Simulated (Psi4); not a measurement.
# CCSD(T)/def2-SVP (core potential) run of SnSiH6 (SMILES [H][Sn]([H])([H])[SiH3])

What is the energy change on altering one bond length of SnSiH6 at CCSD(T)/def2-SVP (core potential)? 

Program for the calculation: Psi4 1.11.

5 further runs of the same task are left out: 3 that didn't finish, 2 set aside as unsound or not needed.

### 1 The system as given

SnSiH6 has 8 atoms, charge 0, and is taken as a singlet. As SMILES, `[H][Sn]([H])([H])[SiH3]`. Geometry: a GFN2-xTB relaxation, a rough one for these elements and not checked as a minimum.

Bond lengths: Sn1–Si2 2.512 Å, Si2–H3 1.455 Å, Si2–H4 1.455 Å, Si2–H5 1.455 Å, Sn1–H6 1.672 Å, Sn1–H7 1.672 Å, Sn1–H8 1.672 Å. Some angles: Sn1–Si2–H3 108.6°, Sn1–Si2–H4 108.6°, Sn1–Si2–H5 108.6°, Si2–Sn1–H6 116.0°, Si2–Sn1–H7 116.0°, Si2–Sn1–H8 116.0°, H3–Si2–H4 110.3°, H3–Si2–H5 110.3°, H4–Si2–H5 110.3°, H6–Sn1–H7 102.2°.

### 2 A single-point energy at CCSD(T)/def2-SVP (core potential)

File job.in:

```
memory 1.6 GB

molecule {
  Sn    -0.003120     0.007400    -1.154790
  Si     0.003630    -0.008670     1.357400
  H      0.802290     1.113430     1.826360
  H      0.580500    -1.264660     1.811960
  H     -1.368130     0.116380     1.825940
  H      1.497350    -0.006430    -1.893100
  H     -0.740220     1.322450    -1.878690
  H     -0.772300    -1.279890    -1.895070
  symmetry c1
}

set basis def2-SVP
set puream true
set e_convergence 1e-09
set d_convergence 1e-08
set scf_type pk
set num_frozen_docc 9

energy('ccsd(t)')
```

Launch:

```sh
$ psi4 -n 1 job.in job.out
```

job.out:

```text
[...]
    !!!  WARNING: ECP capability is in beta. Please check occupations closely.  !!!
[...]
  Running in c1 symmetry.
[...]
  Nuclear repulsion =  120.307017068062862
[...]
  Multiplicity = 1
[...]
  Nalpha       = 21
  Nbeta        = 21
[...]
    Number of basis functions: 74
[...]
   @RHF iter   1:  -505.60863320517615   -1.84101e+00   2.58826e-03 DIIS/ADIIS
[...]
   @RHF iter  10:  -505.64198466908687   -1.59162e-12   2.56539e-09 DIIS
[...]
    Orbital Energies [Eh]
    ---------------------
    Doubly Occupied:
       1A    -68.759414     2A     -6.135386     3A     -5.853091
       4A     -4.245458     5A     -4.245075     6A     -4.245075
       7A     -4.041844     8A     -4.041844     9A     -4.041526
      10A     -1.312042    11A     -1.312041    12A     -1.307907
      13A     -1.304494    14A     -1.304493    15A     -0.749787
      16A     -0.655745    17A     -0.506243    18A     -0.506238
      19A     -0.433079    20A     -0.433070    21A     -0.394689
[...]
  @RHF Final Energy:  -505.64198466908687
   => Energetics <=
    Nuclear Repulsion Energy =            120.3070170680628621
    One-Electron Energy =               -1020.2409255208294780
    Two-Electron Energy =                 394.2919237836798061
    Total Energy =                       -505.6419846690868667
[...]
 Multipole Moments:
 ------------------------------------------------------------------------------------
     Multipole            Electronic (a.u.)      Nuclear  (a.u.)        Total (a.u.)
 ------------------------------------------------------------------------------------
 L = 1.  Multiply by 2.5417464519 to convert [e a0] to [Debye]
 Dipole X            :         -0.1049861            0.1061547            0.0011686
 Dipole Y            :          0.2495695           -0.2524072           -0.0028377
 Dipole Z            :        -38.9834465           39.4381363            0.4546898
 Magnitude           :                                                    0.4547002
[...]
      * MP2 total energy                      = -505.871051174296952
[...]
      * CCSD total energy                     = -505.919413751435457
[...]
      * CCSD(T) total energy                  = -505.926057992667211
[...]
```

It took 29 s on 1 thread of AMD EPYC 7R43 (Zen 3), shared host; peak memory 0.39 GiB.

### 3 The distorted shape at the same level

File run_ase.py:

```python
import numpy as np
from ase.calculators.psi4 import Psi4
from ase import Atoms

mol = Atoms(['Sn', 'Si', 'H', 'H', 'H', 'H', 'H', 'H'], positions=[
    [0.365429, -0.650123, -0.792841],
    [0.372179, -0.666193, 1.719349],
    [1.170839, 0.455907, 2.188309],
    [0.949049, -1.922183, 2.173909],
    [-0.999581, -0.541143, 2.187889],
    [1.865899, -0.663953, -1.531151],
    [-0.740220, 1.322450, -1.878690],
    [-0.403751, -1.937413, -1.533121],
])
calc = Psi4(atoms=mol, method='ccsd(t)', basis='def2-SVP', memory='1600MB', num_threads=1, charge=0, multiplicity=1, label='psi4-calc')
calc.psi4.set_options({'puream': True, 'e_convergence': 1e-09, 'd_convergence': 1e-08, 'scf_type': 'pk', 'num_frozen_docc': 9})
mol.calc = calc

print(f'energy: {mol.get_potential_energy():.6f} eV')
```

Launch:

```sh
$ python run_ase.py
```

psi4-calc.dat:

```text
[...]
    !!!  WARNING: ECP capability is in beta. Please check occupations closely.  !!!
[...]
  Running in c1 symmetry.
[...]
  Nuclear repulsion =  117.521861567163398
[...]
  Multiplicity = 1
[...]
  Nalpha       = 21
  Nbeta        = 21
[...]
    Number of basis functions: 74
[...]
   @RHF iter   1:  -505.54283929237272   -1.90613e+00   2.36093e-03 ADIIS/DIIS
[...]
   @RHF iter  10:  -505.57368659233185   -3.80851e-12   3.35622e-09 DIIS
[...]
    Orbital Energies [Eh]
    ---------------------
    Doubly Occupied:
       1A    -68.773462     2A     -6.149377     3A     -5.882878
       4A     -4.259524     5A     -4.258989     6A     -4.258946
       7A     -4.072782     8A     -4.070673     9A     -4.070344
      10A     -1.339937    11A     -1.338586    12A     -1.336824
      13A     -1.333966    14A     -1.332607    15A     -0.759788
      16A     -0.647185    17A     -0.516773    18A     -0.516236
      19A     -0.449483    20A     -0.414481    21A     -0.342976
[...]
  @RHF Final Energy:  -505.57368659233185
   => Energetics <=
    Nuclear Repulsion Energy =            117.5218615671633984
    One-Electron Energy =               -1013.9394613674751326
    Two-Electron Energy =                 390.8439132079799379
    Total Energy =                       -505.5736865923318533
[...]
 Multipole Moments:
 ------------------------------------------------------------------------------------
     Multipole            Electronic (a.u.)      Nuclear  (a.u.)        Total (a.u.)
 ------------------------------------------------------------------------------------
 L = 1.  Multiply by 2.5417464519 to convert [e a0] to [Debye]
 Dipole X            :          0.7759308           -0.3987810            0.3771498
 Dipole Y            :         -1.3235488            0.6484413           -0.6751074
 Dipole Z            :        -38.0493134           38.9422431            0.8929296
 Magnitude           :                                                    1.1812431
[...]
      * MP2 total energy                      = -505.803833848806278
[...]
      * CCSD total energy                     = -505.859135735078439
[...]
      * CCSD(T) total energy                  = -505.867311605677969
```

The script printed:

```text
energy: -13765.350693 eV
```

It took 33 s on 1 thread of AMD EPYC 7R43 (Zen 3), shared host; peak memory 0.4 GiB.

### 4 Outcome

Level: CCSD(T)/def2-SVP (core potential), 9 core orbitals frozen.

```
                                                          quantity          value
                                         first shape: total energy  -505.92606 Eh
                  first shape: HOMO energy (Hartree–Fock orbitals)      -10.74 eV
                  first shape: LUMO energy (Hartree–Fock orbitals)        3.27 eV
                first shape: HOMO–LUMO gap (Hartree–Fock orbitals)       14.01 eV
          first shape: correlation energy (9 core orbitals frozen)     -284.1 mEh
                                       first shape: (T) correction      -6.64 mEh
                                        first shape: T1 diagnostic          0.010
                                     distorted shape: total energy  -505.86731 Eh
              distorted shape: HOMO energy (Hartree–Fock orbitals)       -9.33 eV
              distorted shape: LUMO energy (Hartree–Fock orbitals)        1.15 eV
            distorted shape: HOMO–LUMO gap (Hartree–Fock orbitals)       10.49 eV
      distorted shape: correlation energy (9 core orbitals frozen)     -293.6 mEh
                                   distorted shape: (T) correction      -8.18 mEh
                                    distorted shape: T1 diagnostic          0.015
energy change with the Sn1–H7 bond stretched from 1.672 to 2.508 Å       1.599 eV
```

One bond (distorted shape) is far stretched, which a spin-restricted single reference describes badly; perturbation theory on it can break down and give far too much correlation. With the Sn1–H7 bond stretched from 1.672 to 2.508 Å the energy rises by 1.60 eV (154 kJ/mol). The first shape isn't relaxed at this level, so the change isn't measured from a minimum. A restricted reference can't describe the breaking bond well at this length. The triples (first shape) make up 2.3 % of the correlation energy. The triples (distorted shape) make up 2.8 % of the correlation energy.
